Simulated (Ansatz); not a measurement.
# Ta8C8F: the cost of one run

Program: Ansatz 0.2.0. Level of theory: DFT PBE, plane waves, PAW, scalar-relativistic, no spin polarisation. These are calculated values, not measurements.

## (1) Starting point

The cell holds 17 atoms (C8FTa8): a = 6.299 Å, b = 6.299 Å, c = 6.299 Å, α = 60.00°, β = 60.00°, γ = 60.00°.

The coordinates stand in the first input below.

## (2) Relaxing the start

input.yaml reads:

```yaml
crystal:
  lattice:
    - [0.0, 4.454, 4.454]
    - [4.454, 0.0, 4.454]
    - [4.454, 4.454, 0.0]
  atoms:
    - { symbol: Ta, position: [0.0, 0.0, 0.0] }
    - { symbol: C, position: [0.25, 0.25, 0.25] }
    - { symbol: Ta, position: [0.0, 0.0, 0.5] }
    - { symbol: C, position: [0.25, 0.25, 0.75] }
    - { symbol: Ta, position: [0.0, 0.5, 0.0] }
    - { symbol: C, position: [0.25, 0.75, 0.25] }
    - { symbol: Ta, position: [0.0, 0.5, 0.5] }
    - { symbol: C, position: [0.25, 0.75, 0.75] }
    - { symbol: Ta, position: [0.5, 0.0, 0.0] }
    - { symbol: C, position: [0.75, 0.25, 0.25] }
    - { symbol: Ta, position: [0.5, 0.0, 0.5] }
    - { symbol: C, position: [0.75, 0.25, 0.75] }
    - { symbol: Ta, position: [0.5, 0.5, 0.0] }
    - { symbol: C, position: [0.75, 0.75, 0.25] }
    - { symbol: Ta, position: [0.5, 0.5, 0.5] }
    - { symbol: C, position: [0.75, 0.75, 0.75] }
    - { symbol: F, position: [0.6185588, 0.6065296, 0.6383816] }
basis:
  ecutwfc: 420.0
kpoints:
  mp_grid: { grid: [2, 2, 2] }
hamiltonian:
  xc: pbe
  pseudopotentials: { kind: paw, azcp: { folder: soft_1 } }
scf:
  occupations: { method: fermi_dirac, width: 0.1 }
  lower_state_search: "off"
relax:
  f_tol: 0.08
  max_steps: 25
  adjacent_minimum: "off"
```

Run with:

```bash
$ ansatz run input.yaml --threads 1 --pin off --max-ram 3072MiB --backend cpu --events-out ev --progress --plain --runs-dir out
```

**Question.** How long does this run take on 1 thread of Arm Neoverse V1, shared host, and how much memory does it need?

About 32 s, with a peak of 0.48 GiB.
